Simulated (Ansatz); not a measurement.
# TiH4O4: basis-set convergence

Aim: see how fast density functionals converge with the basis set for TiH4O4.

The runs use Ansatz 0.2.0, Gaussian basis; one geometry, several basis sets.

Levels to be run: PBE0-D4/def2-SVP; ωB97M-V/def2-SVP; PBE0-D4/def2-QZVPP; ωB97M-V/def2-QZVPP; the functionals' def2-TZVPP values are taken from earlier runs.

**1. The geometry**

All runs share one geometry, relaxed beforehand with PBE0-D4 in a triple-zeta def2 set.

SMILES `[OH][Ti]([OH])([OH])[OH]`, 9 atoms, charge 0, spin multiplicity 1.

Atoms are counted from 1 here; the program's logs count them from 0.

Bond lengths: O1–Ti2 1.801 Å, O1–H6 0.958 Å, Ti2–O3 1.801 Å, Ti2–O4 1.801 Å, Ti2–O5 1.801 Å, O3–H7 0.958 Å, O4–H8 0.958 Å, O5–H9 0.958 Å. Angles: Ti2–O1–H6 129.5°, O1–Ti2–O3 108.5°, O1–Ti2–O4 110.0°, O1–Ti2–O5 110.0°, O3–Ti2–O4 110.0°, O3–Ti2–O5 109.9°, O4–Ti2–O5 108.5°, Ti2–O3–H7 129.5°, Ti2–O4–H8 129.5°, Ti2–O5–H9 129.5°.

**2. PBE0-D4 in def2-SVP**

The input, in.yaml:

```yaml
crystal:
  periodic: [false, false, false]
  atoms:
    - {symbol: O, position_ang: [-0.105913, 1.281958, -1.256616]}
    - {symbol: Ti, position_ang: [0.009770, -0.005117, -0.001978]}
    - {symbol: O, position_ang: [1.655288, -0.733347, -0.079642]}
    - {symbol: O, position_ang: [-1.236863, -1.269943, -0.302221]}
    - {symbol: O, position_ang: [-0.273273, 0.700863, 1.630682]}
    - {symbol: H, position_ang: [-0.795464, 1.443245, -1.901695]}
    - {symbol: H, position_ang: [2.271812, -0.921403, 0.628990]}
    - {symbol: H, position_ang: [-1.131400, -2.162330, -0.634095]}
    - {symbol: H, position_ang: [-0.305358, 1.619776, 1.899375]}
basis:
  gaussian: {orbitals: def2-SVP}
hamiltonian: {xc: pbe0, dispersion: d4}
output: {orbitals: {seedname: orbitals}}
```

Run with:

```sh
$ ansatz run in.yaml --threads 4 --pin off --events-out ev --progress --plain --max-ram 10444MiB
```

Further steps of the session: ωB97M-V in def2-SVP; PBE0-D4 in def2-QZVPP; ωB97M-V in def2-QZVPP.

**Question.** What will the summary of the whole plan be? Wanted: PBE0-D4: double and triple zeta above quadruple; ωB97M-V: double and triple zeta above quadruple.

As calculated:

| quantity | value |
| --- | --- |
| PBE0-D4: double and triple zeta above quadruple | 14.44, 0.91 eV |
| ωB97M-V: double and triple zeta above quadruple | 14.62, 0.86 eV |

For PBE0-D4 the step from double to triple zeta gains 13.53 eV and the next only 0.91 eV. These are total energies; as a rule much of such shifts cancels in differences, which this series doesn't test.
